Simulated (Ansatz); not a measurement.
Run this with Ansatz 0.2.0, Python API and show what comes out.

Input file `c3h4alfo.xyz`:
```text
10

C    -1.47330   -2.23440    1.16430
C    -0.84950   -1.41450    0.52680
Al    0.20930   -0.15730   -0.49120
O     1.44660   -0.75820   -1.79030
C     0.14040    1.78160   -0.09720
F     0.49720    2.02480    1.23490
H    -2.08850   -2.87030    1.70520
H     2.26410   -0.92530   -1.32150
H    -0.89540    2.16140   -0.20240
H     0.83230    2.34120   -0.72570
```

Script `c3h4alfo_energy.py`:
```python
# -*- coding: utf-8 -*-
import json
import logging
import sys

import ansatz as az

logging.basicConfig(stream=sys.stdout, format="[%(levelname)s] %(message)s")
log = logging.getLogger("calc")
log.setLevel(logging.INFO)

geometry = az.Crystal.molecule_from_extxyz("c3h4alfo.xyz")

job = (
    geometry.calculation()
    .basis(gaussian="def2-SVP")
    .correlation("mp2")
)
done = job.run(threads=1)
rep = done.report

log.info("reference energy %16.6f eV" % rep["reference_energy_ev"])
log.info("total energy     %16.6f eV" % rep["free_energy_ev"])
print("occupied (up, down):", rep["n_occupied"], " virtual:", rep["n_virtual"], " frozen:", rep["n_frozen"])

parts = rep["correlation"]
for name in ("random_phase", "coupled_cluster", "perturbative"):
    if name in parts:
        log.info(f"{name:16s} {parts[name]['energy']['hartree']:12.7f} Ha")
if "second_order" in parts:
    pair = parts["second_order"]
    log.info(f"MP2 same spin {pair['same_spin']['hartree']:.7f} Ha, opposite spin {pair['opposite_spin']['hartree']:.7f} Ha")

state = rep["mean_field"]["state"]
log.info(f"mean field: {state['energy']['hartree']:.7f} Ha, <S^2> = {abs(state['spin_squared']):.4f}, stability: {state.get('stability', {}).get('kind')}")
with open("c3h4alfo.json", "w") as handle:
    json.dump({k: rep[k] for k in ("free_energy_ev", "reference_energy_ev", "n_occupied", "n_virtual")}, handle, indent=1)
```

```console
$ python c3h4alfo_energy.py
[INFO] reference energy    -14471.485825 eV
[INFO] total energy        -14493.605818 eV
occupied (up, down): [16, 16]  virtual: [82, 82]  frozen: 10
[INFO] MP2 same spin -0.2066914 Ha, opposite spin -0.6062033 Ha
[INFO] mean field: -531.8172949 Ha, <S^2> = 0.0000, stability: minimum
```

`c3h4alfo.json`, as written:
```json
{
 "free_energy_ev": -14493.605818419637,
 "reference_energy_ev": -14471.485825032298,
 "n_occupied": [
  16,
  16
 ],
 "n_virtual": [
  82,
  82
 ]
}
```

Caveats:
- Total energies depend on the basis set; only differences at equal settings carry meaning.
- The geometry is a force-field or estimated start, not a minimum of this method, and the basis set is short of its limit.
- S² is that of the Hartree-Fock reference.
- The whole script took 2.6 s on 1 thread of Arm Neoverse V1, on a shared host, peak memory 0.24 GiB.

(A comment or docstring line of the script was reworded after the run, the code is as it ran; lines on the test bed's own set-up are left out of the output.)
